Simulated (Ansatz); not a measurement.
**CH₃BI radical: a ladder of functionals and wavefunction methods**

An exercise on one series of results from a longer session: the logs are not shown, and one member is left open.

Program: Ansatz 0.2.0, Gaussian basis. Level of theory: functionals in def2-TZVPP, the program's frozen cores in correlated methods. These are calculated values, not measurements.

Plan: LDA (SPW92), PBE-D4, revPBE-D4, BLYP-D4, r2SCAN-D4, B97M-V, PBE0-D4, B3LYP-D4, r2SCANh-D4, r2SCAN0-D4, HSE06-D4, BHLYP-D4, CAM-B3LYP-D4, LC-ωPBE, ωB97X-V, ωB97M-V, B2PLYP, PBE-QIDH; CCSD(T)/def2-SVP; CCSD(T)/def2-TZVPP; CCSD(T)/def2-QZVPP; extrapolation to the limit; RPA on PBE.

## The geometry

An earlier PBE0-D4 in a triple-zeta def2 set relaxation fixed the geometry. I takes the def2 core potential; no spin-orbit term is included.

SMILES `C[B]I`, 6 atoms, charge 0, spin multiplicity 2.

Atoms are counted from 1 here; the program's logs count them from 0.

Bond lengths: C1–B2 1.541 Å, C1–H4 1.100 Å, C1–H5 1.094 Å, C1–H6 1.092 Å, B2–I3 2.101 Å. Angles: B2–C1–H4 106.2°, B2–C1–H5 113.8°, B2–C1–H6 112.7°, H4–C1–H5 107.1°, H4–C1–H6 106.7°, H5–C1–H6 109.8°, C1–B2–I3 127.4°.

As a file:

```xyz
6
charge 0, multiplicity 2
C    -0.3525    0.3479   -0.3264
B     0.1163   -1.0396    0.1523
I     1.7808   -1.4797    1.3568
H    -1.0085    0.7399    0.4644
H     0.4601    1.0688   -0.4565
H    -0.9540    0.2988   -1.2369
```

Set-up of the first run:

Input file in.yaml:

```yaml
crystal:
  periodic: [false, false, false]
  atoms:
    - {symbol: C, position_ang: [-0.352539, 0.347915, -0.326407]}
    - {symbol: B, position_ang: [0.116285, -1.039571, 0.152333]}
    - {symbol: I, position_ang: [1.780815, -1.479693, 1.356751]}
    - {symbol: H, position_ang: [-1.008509, 0.739870, 0.464371]}
    - {symbol: H, position_ang: [0.460062, 1.068824, -0.456479]}
    - {symbol: H, position_ang: [-0.954014, 0.298755, -1.236868]}
basis:
  gaussian: {orbitals: def2-TZVPP}
magnetization: {spin_polarized: true, initial_magnetization: 1}
hamiltonian: {xc: lda}
output: {orbitals: {seedname: orbitals}}
```

Launch:

```console
> ansatz run in.yaml --threads 2 --pin off --events-out ev --progress --plain --max-ram 32768MiB --backend cpu
```

Steps of the session up to this table: LDA; PBE-D4 (GGA); revPBE-D4 (GGA); BLYP-D4 (GGA); r2SCAN-D4 (meta-GGA); B97M-V (meta-GGA); B3LYP-D4 (hybrid); r2SCANh-D4 (hybrid); r2SCAN0-D4 (hybrid); HSE06-D4 (hybrid); BHLYP-D4 (hybrid); CAM-B3LYP-D4 (range-separated); LC-ωPBE (range-separated); ωB97X-V (range-separated); ωB97M-V (range-separated); B2PLYP (double hybrid); PBE-QIDH (double hybrid).

One of the session's tables, all rows but one given; the rest of the session is left out.

It belongs to the step «Frontier levels by functional». 

```
  functional  HOMO (eV)  LUMO (eV)  gap (eV)
 LDA (SPW92)      -4.40      -2.94      1.45
      PBE-D4      -4.43      -2.73      1.70
   revPBE-D4      -4.42      -2.65      1.76
     BLYP-D4      -4.26      -2.55      1.71
   r2SCAN-D4      -4.82      -2.52      2.30
      B97M-V      -4.48      -2.48      1.99
     PBE0-D4      -5.64      -1.82      3.83
    B3LYP-D4      -5.37      -1.99      3.38
  r2SCANh-D4      -5.26      -2.18      3.07
  r2SCAN0-D4      -5.92      -1.69      4.23
    HSE06-D4      -5.25      -2.20      3.05
    BHLYP-D4          ?          ?         ?
CAM-B3LYP-D4      -6.89      -0.75      6.14
     LC-ωPBE      -8.30       0.42      8.72
     ωB97X-V      -7.80       0.11      7.91
     ωB97M-V      -7.46      -0.10      7.36
```

Estimate the missing values for BHLYP-D4.

Worked estimate for «HOMO (eV)». Against the share of exact exchange, BLYP-D4 (0, -4.26), B3LYP-D4 (0.2, -5.37) give a slope of -5.55 per unit share; at 0.5 the line stands at -7.03.

As computed: HOMO (eV): -6.68; LUMO (eV): -0.81; gap (eV): 5.86. In «HOMO (eV)» the line misses by -0.35.
